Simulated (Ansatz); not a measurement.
# BrCuH2O: small, medium and large basis sets

One table from this session's results is given with a row withheld; the runs are named, their logs left out.

Method: one geometry, several basis sets; program: Ansatz 0.2.0, Gaussian basis.

Levels to be run: PBE0-D4/def2-SVP; ωB97M-V/def2-SVP; PBE0-D4/def2-QZVPP; ωB97M-V/def2-QZVPP; the functionals' def2-TZVPP values are taken from earlier runs.

## The relaxed structure

All runs share one geometry, relaxed beforehand with PBE0-D4 in a triple-zeta def2 set.

SMILES `[OH2+][Cu-][Br]`, 5 atoms, charge 0, spin multiplicity 1.

Atoms are counted from 1 here; the program's logs count them from 0.

Bond lengths: O1–Cu2 1.966 Å, O1–H4 0.962 Å, O1–H5 0.962 Å, Cu2–Br3 2.204 Å. Angles: Cu2–O1–H4 115.5°, Cu2–O1–H5 115.5°, H4–O1–H5 107.1°, O1–Cu2–Br3 179.2°.

As a file:

```mol
BrCuH2O
  3D, bonds by distance, orders not assigned

  5  4  0  0  0  0  0  0  0  0999 V2000
   -0.6866    0.7193   -0.3677 O   0  0
    0.7045   -0.4008    0.4541 Cu  0  0
    2.2535   -1.6804    1.3594 Br  0  0
   -1.5934    0.4698   -0.1641 H   0  0
   -0.6280    0.8183   -1.3231 H   0  0
  1  2  8  0
  2  3  8  0
  1  4  8  0
  1  5  8  0
M  END
```

Set-up of the first run:

File in.yaml:

```yaml
crystal:
  periodic: [false, false, false]
  atoms:
    - {symbol: O, position_ang: [-0.686613, 0.719323, -0.367679]}
    - {symbol: Cu, position_ang: [0.704461, -0.400792, 0.454093]}
    - {symbol: Br, position_ang: [2.253515, -1.680415, 1.359405]}
    - {symbol: H, position_ang: [-1.593442, 0.469798, -0.164126]}
    - {symbol: H, position_ang: [-0.628019, 0.818286, -1.323093]}
basis:
  gaussian: {orbitals: def2-SVP}
hamiltonian: {xc: pbe0, dispersion: d4}
output: {orbitals: {seedname: orbitals}}
```

Launch:

```bash
$ ansatz run in.yaml --threads 2 --pin off --events-out ev --progress --plain --max-ram 32768MiB --backend cpu
```

Steps of the session up to this table: PBE0-D4 in def2-SVP; ωB97M-V in def2-SVP; PBE0-D4 in def2-QZVPP; ωB97M-V in def2-QZVPP.

One table of the session follows, with a row left open; its other results are not shown here.

It belongs to the step «Density functionals: the series». 

| functional | basis | HOMO (eV) | LUMO (eV) |
| --- | --- | --- | --- |
| PBE0-D4 | def2-SVP | -6.05 | -1.00 |
| PBE0-D4 | def2-TZVPP | -6.51 | -1.37 |
| PBE0-D4 | def2-QZVPP | -6.56 | -1.63 |
| ωB97M-V | def2-SVP | -8.27 | 0.40 |
| ωB97M-V | def2-TZVPP | -8.76 | 0.12 |
| ωB97M-V | def2-QZVPP | ? | ? |

Q: Estimate the row for ωB97M-V, def2-QZVPP from the others.

**Answer.** HOMO (eV): -8.81; LUMO (eV): -0.46. In the column «HOMO (eV)» it is the lowest.
